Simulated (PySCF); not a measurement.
Molecule: PGaH6, in a box.

```xyz
8
Lattice="14.0000 0.0000 0.0000 0.0000 12.0000 0.0000 0.0000 0.0000 13.0000" Properties=species:S:1:pos:R:3 pbc="T T T"
P     6.3605    6.0443    5.6192
Ga    7.6308    5.9867    7.7972
H     4.9526    6.1208    5.6466
H     6.4865    4.9661    4.7192
H     6.6020    7.0951    4.7101
H     7.1225    7.3748    8.3446
H     9.0734    5.9057    7.1668
H     6.9755    4.6673    8.3579
```

Program: PySCF 2.14.0. Alike in all runs: task atomic charges; potentials or basis pob-tzvp-rev2 (all-electron); no spin polarisation; cell as given; k mesh 1 × 1 × 1; smearing fixed.

Task: Order these runs on this cell by their band gap on the k mesh, lowest first.
A. level SCAN
B. level revPBE+D3(BJ); three-body dispersion term no
C. level r2SCAN50; exxdiv ewald
D. level r2SCANh; exxdiv ewald

Result: B (5.91 eV), A (6.47 eV), D (7.26 eV), C (10.52 eV).

Caveats: this is a molecule in a periodic box at the Γ point, so its band gap is the HOMO-LUMO gap; relativity is left out, which matters for the heavier elements; the basis of atomic orbitals isn't converged, which shifts pressures, moduli and gaps; this basis is made for solids and lacks diffuse functions, so gaps of a molecule come out too wide by an eV or more.

Runs at the PBE level aren't shown here.
